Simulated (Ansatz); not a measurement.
**CH₄GaS radical: basis-set convergence**

Aim: see how fast density functionals converge with the basis set for CH₄GaS radical.

Computed with Ansatz 0.2.0, Gaussian basis. Level: one geometry, several basis sets.

Levels to be run: PBE0-D4/def2-SVP; ωB97M-V/def2-SVP; PBE0-D4/def2-QZVPP; ωB97M-V/def2-QZVPP; the functionals' def2-TZVPP values are taken from earlier runs.

**1. The relaxed structure**

An earlier PBE0-D4 in a triple-zeta def2 set relaxation fixed the geometry.

SMILES `[CH3][Ga][SH]`, 7 atoms, charge 0, spin multiplicity 2.

Atoms are counted from 1 here; the program's logs count them from 0.

Bond lengths: C1–Ga2 1.996 Å, C1–H4 1.093 Å, C1–H5 1.093 Å, C1–H6 1.089 Å, Ga2–S3 2.240 Å, S3–H7 1.346 Å. Angles: Ga2–C1–H4 108.2°, Ga2–C1–H5 108.2°, Ga2–C1–H6 112.0°, H4–C1–H5 109.0°, H4–C1–H6 109.6°, H5–C1–H6 109.6°, C1–Ga2–S3 117.6°, Ga2–S3–H7 93.8°.

Coordinates:

```xyz
7

C    -0.7607    0.6551   -0.3439
Ga    0.0769   -0.0187    1.3379
S     1.7473   -1.4978    1.1446
H    -1.1601   -0.2008   -0.8939
H     0.0163    1.1341   -0.9450
H    -1.5602    1.3672   -0.1450
H     1.7019   -1.5073   -0.2006
```

**2. PBE0-D4 in def2-SVP**

Input file in.yaml:

```yaml
crystal:
  periodic: [false, false, false]
  atoms:
    - {symbol: C, position_ang: [-0.760743, 0.655146, -0.343876]}
    - {symbol: Ga, position_ang: [0.076859, -0.018660, 1.337916]}
    - {symbol: S, position_ang: [1.747295, -1.497752, 1.144607]}
    - {symbol: H, position_ang: [-1.160077, -0.200750, -0.893858]}
    - {symbol: H, position_ang: [0.016291, 1.134072, -0.945009]}
    - {symbol: H, position_ang: [-1.560223, 1.367189, -0.145029]}
    - {symbol: H, position_ang: [1.701898, -1.507345, -0.200552]}
basis:
  gaussian: {orbitals: def2-SVP}
magnetization: {spin_polarized: true, initial_magnetization: 1}
hamiltonian: {xc: pbe0, dispersion: d4}
output: {orbitals: {seedname: orbitals}}
```

After this run come: ωB97M-V in def2-SVP; PBE0-D4 in def2-QZVPP; ωB97M-V in def2-QZVPP.

**Question.** What will the summary of the whole plan be? Wanted: PBE0-D4: double and triple zeta above quadruple; ωB97M-V: double and triple zeta above quadruple.

As calculated:

```
                                       quantity           value
PBE0-D4: double and triple zeta above quadruple  13.31, 1.57 eV
ωB97M-V: double and triple zeta above quadruple  13.28, 1.53 eV
```

In words: For PBE0-D4 the step from double to triple zeta gains 11.73 eV and the next only 1.57 eV. Total energies overstate the basis error of differences, where much of it tends to cancel.
